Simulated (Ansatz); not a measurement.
# GaN: the cost of one run

All numbers are computed with the Python package of Ansatz 0.2.0. Level of theory: DFT PBE+D3(BJ), plane waves, PAW.

## (1) Starting point

The structure is cubic, space group F-43m (No. 216). Conventional cell: a = 4.507 Å, b = 4.507 Å, c = 4.507 Å, α = 90.00°, β = 90.00°, γ = 90.00°. Around Ga (site symmetry -43m) lie 4 N at 1.95 Å. N (site symmetry -43m) is surrounded by 4 Ga at 1.95 Å.

The script holds or builds the structure itself.

## (2) Script

The input, gan.py:

```python
# -*- coding: utf-8 -*-
"""k-point test for GaN."""

import warnings

import ansatz as az
from ase import Atoms
from tabulate import tabulate


def main():
    warnings.simplefilter("ignore", az.DeckWarning)

    atoms = Atoms(
        ["Ga", "N"],
        scaled_positions=[
            (0.0, 0.0, 0.0),
            (0.75, 0.75, 0.75),
        ],
        cell=[
            (0.0, 2.253501, 2.253501),
            (2.253501, 0.0, 2.253501),
            (2.253501, 2.253501, 0.0),
        ],
        pbc=True,
    )
    system = az.Crystal.from_ase(atoms)

    job = system.calculation()
    job = job.functional("pbe", dispersion="d3bj")
    job = job.basis(34 * az.Ry)
    job = job.occupations(az.OccupationsMethod.FIXED)
    job = job.scf(tolerance=1e-09)
    job = job.forces()
    job = job.stress()

    rows = []
    for value in [1.0, 0.6, 0.4, 0.3]:
        summary = job.kpoints(spacing=value).run(threads=1, backend="cpu").report
        rows.append((value, summary["free_energy_ev"] / len(summary["lattice"]["sites"]), summary["n_iterations"], sum(summary["stress_gpa"][i][i] for i in range(3)) / 3, max(abs(f) for row in summary["forces_ev_ang"] for f in row), summary["n_kpoints"]))

    print(tabulate(rows, headers=["spacing (1/A)", "F/atom (eV)", "iterations", "P (GPa)", "max component (eV/A)", "k-points"], floatfmt=".4f", tablefmt="github"))

    # the last row is the reference
    for row in rows[:-1]:
        shift = 1000 * (row[1] - rows[-1][1])
        print(f"{row[0]}: {shift:+.2f} meV/atom" + ("  (within 2 meV)" if abs(shift) < 2 else ""))


if __name__ == "__main__":
    main()
```

## (3) The calls as engine input

The engine receives this input (first run):

```yaml
crystal:
  lattice:
    - [0.0, 2.253501, 2.253501]
    - [2.253501, 0.0, 2.253501]
    - [2.253501, 2.253501, 0.0]
  atoms:
    - { symbol: Ga, position: [0.0, 0.0, 0.0] }
    - { symbol: "N", position: [0.75, 0.75, 0.75] }
basis:
  ecutwfc: 462.593566181796
kpoints:
  mp_grid:
    kspacing: 1.0
hamiltonian:
  xc: pbe
  dispersion: d3bj
scf:
  convergence:
    dr2_threshold: 1.0e-09
  occupations:
    method: fixed
output:
  forces: true
  stress: true
```

## (4) The run

The run is started by

```sh
$ python gan.py
```

**Question.** How long does this script take on 1 thread of Arm Neoverse V2, shared host, and how much memory does it need?

About 3.1 s, with a peak of 0.35 GiB.
